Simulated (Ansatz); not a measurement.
This script makes an equation of state with a fit of TiHg, space group P4/mmm with the Ansatz DFT code, driven from Python.

The script, `tihg_eos.py`:
```python
'''Bulk modulus of TiHg from an E(V) curve.'''

import ansatz as az
from ase.eos import EquationOfState
from ase.units import GPa
import numpy as np

VECTORS = np.array([
    [3.009, 0.0, 0.0],
    [0.0, 3.009, 0.0],
    [0.0, 0.0, 4.041],
])
SITES = [
    ('Ti', (0.5, 0.5, 0.5)),
    ('Hg', (0.0, 0.0, 0.0)),
]


def make_crystal(cell):
    crystal = az.Crystal(lattice=az.Lattice.of(cell))
    for symbol, position in SITES:
        crystal = crystal.atom(symbol, position)
    return crystal

# scale the volume, keep shape and fractions
volumes, energies, pressures = [], [], []
for scale in np.linspace(0.9, 1.1, 9):
    cell = VECTORS * scale ** (1 / 3)
    job = (
        make_crystal(cell).calculation()
        .functional('r2scan')
        .occupations('Fermi-Dirac', width=0.1)
        .basis(600)
        .kpoints(10, 10, 7)
        .stress()
    )
    summary = job.run(threads=1, backend='cpu').report
    volumes.append(abs(np.linalg.det(cell)) / len(SITES))
    energies.append(summary['free_energy_ev'] / len(SITES))
    pressures.append(np.trace(summary['stress_gpa']) / 3)
    print(f'V = {volumes[-1]:8.4f} A^3/atom  F = {energies[-1]:.5f} eV/atom  P = {pressures[-1]:8.3f} GPa')

eos = EquationOfState(volumes, energies, eos='birchmurnaghan')
v0, e0, bulk = eos.fit()
print(f'V0 = {v0:.4f} A^3/atom, E0 = {e0:.5f} eV/atom, B = {bulk / GPa:.1f} GPa')
```

Its results, one of them left out:

| V (Å³/atom) | F less the lowest row shown (meV/atom) |
| --- | --- |
| 16.464 | 87.72 |
| 16.922 | 47.57 |
| 17.379 | 20.72 |
| 17.836 | ? |
| 18.294 | 0.00 |
| 18.751 | 3.23 |
| 19.208 | 13.89 |
| 19.666 | 30.98 |
| 20.123 | 53.60 |

What is the missing energy at 17.836 Å³ an atom?

A third-order Birch-Murnaghan fit, E = E0 + (9 V0 B0 / 16) [(t - 1)³ B' + (t - 1)² (6 - 4t)] with t = (V0/V)^(2/3), through the 8 rows shown gives V0 = 18.341 Å³, B0 = 118.8 GPa, B' = 4.82 and E0 = -0.03 meV. At V = 17.836 Å³, t = 1.01876, and the fit interpolates to 5.40 meV. The run gave 5.38 meV, a miss of 0.01 meV.

Shape and fractional positions are held along the curve, so the bulk modulus is an upper value where they are free to relax. For a metal this k-point mesh is coarse: on a finer one energies can move by several to tens of meV an atom and pressures by half a GPa or more, differences at one mesh by less. Pressure is positive in compression. Spin-orbit coupling, which matters for elements this heavy, is left out. The starting cell is as deposited in a crystallographic database; the results hold for this polymorph, which needn't be the stable one. Wall time of the script: 98 s on 1 thread of Arm Neoverse V2, with other jobs on the host, peak memory 0.56 GiB.
